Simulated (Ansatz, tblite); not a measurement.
# The cluster Pb3Se2F2: one state, many levels

One table from this session's results is given with a row withheld; the runs are named, their logs left out.

Computed with Ansatz 0.2.0, Gaussian basis. Level: as each input shows.

The runs, in order: GFN1-xTB, GFN2-xTB, PBE-D4/def2-TZVP, r2SCAN-D4/def2-TZVP, BLYP-D4/def2-TZVP, B3LYP-D4/def2-TZVP, BHLYP-D4/def2-TZVP, PBE-D4/def2-SVP, PBE0-D4/def2-SVP, PBE0-D4/def2-TZVPD, PBE-D4/def2-TZVPD, BLYP-D4/def2-TZVPD, MP2/def2-TZVP, RPA/def2-TZVP.

4 further runs of the same task are left out: 1 that didn't finish, 3 set aside as unsound or not needed. Runs told in other sessions of the task aren't counted.

### The geometry

The geometry is that of the singlet, from an earlier relaxation (PBE-D4/def2-SVP). At that level it is the lowest of the isomers that a small search found.

7 atoms, charge 0, spin multiplicity 1.

Bond lengths: Pb1–Se4 2.836 Å, Pb1–Se5 2.836 Å, Pb1–F7 2.235 Å, Pb2–Se4 2.923 Å, Pb2–Se5 2.923 Å, Pb2–F6 2.416 Å, Pb2–F7 2.416 Å, Pb3–Se4 2.836 Å, Pb3–Se5 2.836 Å, Pb3–F6 2.235 Å. Angles: Se4–Pb1–Se5 85.2°, Se4–Pb1–F7 83.3°, Se5–Pb1–F7 83.3°, Se4–Pb2–Se5 82.1°, Se4–Pb2–F6 78.5°, Se4–Pb2–F7 78.5°, Se5–Pb2–F6 78.5°, Se5–Pb2–F7 78.5°, F6–Pb2–F7 149.3°, Se4–Pb3–Se5 85.2°, Se4–Pb3–F6 83.3°, Se5–Pb3–F6 83.3°, Pb1–Se4–Pb2 74.1°, Pb1–Se4–Pb3 88.9°, Pb2–Se4–Pb3 74.1°, Pb1–Se5–Pb2 74.1°, Pb1–Se5–Pb3 88.9°, Pb2–Se5–Pb3 74.2° and more.

Pb takes a core potential in the def2 sets. No spin-orbit coupling is included.

PBE0-D4/def2-TZVP was run before; its log isn't repeated, and its numbers join the tables.

The first run:

Tight binding, by tblite at 300 K electronic temperature and without a spin-polarisation term:

```python
tblite.interface.Calculator('GFN1-xTB', numbers, positions, charge=0, uhf=0).singlepoint()
```

Tight binding, by tblite at 300 K electronic temperature and without a spin-polarisation term:

```python
tblite.interface.Calculator('GFN2-xTB', numbers, positions, charge=0, uhf=0).singlepoint()
```

start.molden holds the orbitals of an earlier run on this state, given as this run's starting guess.

The input, in.yaml:

```yaml
crystal:
  periodic: [false, false, false]
  atoms:
    - {symbol: Pb, position_ang: [-0.610518, -1.897304, -1.209871]}
    - {symbol: Pb, position_ang: [1.542749, 0.272198, 0.438137]}
    - {symbol: Pb, position_ang: [-1.708065, 1.488186, 0.551473]}
    - {symbol: Se, position_ang: [-0.249152, 0.853931, -1.796676]}
    - {symbol: Se, position_ang: [-0.845811, -1.047143, 1.485745]}
    - {symbol: F, position_ang: [0.291416, 2.151555, 1.299027]}
    - {symbol: F, position_ang: [1.579380, -1.821422, -0.767836]}
basis:
  gaussian: {orbitals: def2-TZVP, initial_orbitals: start.molden}
hamiltonian: {xc: pbe, dispersion: d4}
scf: {omitted_lower_state_checks: [starts]}
output: {orbitals: {seedname: orbitals}}
```

Run with:

```sh
$ ansatz run in.yaml --threads 4 --pin off --events-out ev --progress --plain --max-ram 8704MiB
```

Steps of the session up to this table: PBE-D4/def2-TZVP; r2SCAN-D4/def2-TZVP; BLYP-D4/def2-TZVP; B3LYP-D4/def2-TZVP; BHLYP-D4/def2-TZVP; PBE-D4/def2-SVP; PBE0-D4/def2-SVP; PBE0-D4/def2-TZVPD; PBE-D4/def2-TZVPD; BLYP-D4/def2-TZVPD; MP2/def2-TZVP; RPA/def2-TZVP.

One table of the session follows, with a row left open; its other results are not shown here.

It belongs to the step «Binding energy». 

| level | binding an atom (eV) |
| --- | --- |
| HF/def2-TZVP | 1.849 |
| PBE-D4/def2-SVP | 3.464 |
| PBE-D4/def2-TZVP | 3.466 |
| PBE-D4/def2-TZVPD | 3.467 |
| BLYP-D4/def2-TZVP | 3.380 |
| BLYP-D4/def2-TZVPD | 3.379 |
| r2SCAN-D4/def2-TZVP | 3.316 |
| B3LYP-D4/def2-TZVP | 3.265 |
| PBE0-D4/def2-SVP | 3.231 |
| PBE0-D4/def2-TZVP | 3.250 |
| PBE0-D4/def2-TZVPD | ? |
| BHLYP-D4/def2-TZVP | 3.059 |
| RPA/def2-TZVP | 2.874 |
| MP2/def2-TZVP | 3.330 |

Q: Estimate the row for PBE0-D4/def2-TZVPD from the others.

The run gave: binding an atom (eV): 3.255. In the column «binding an atom (eV)» it lies between PBE0-D4/def2-TZVP (3.250) and B3LYP-D4/def2-TZVP (3.265).

To keep in mind: Free atoms were run apart at each level; binding is atoms less cluster, divided by the number of atoms, without zero-point or spin-orbit terms.
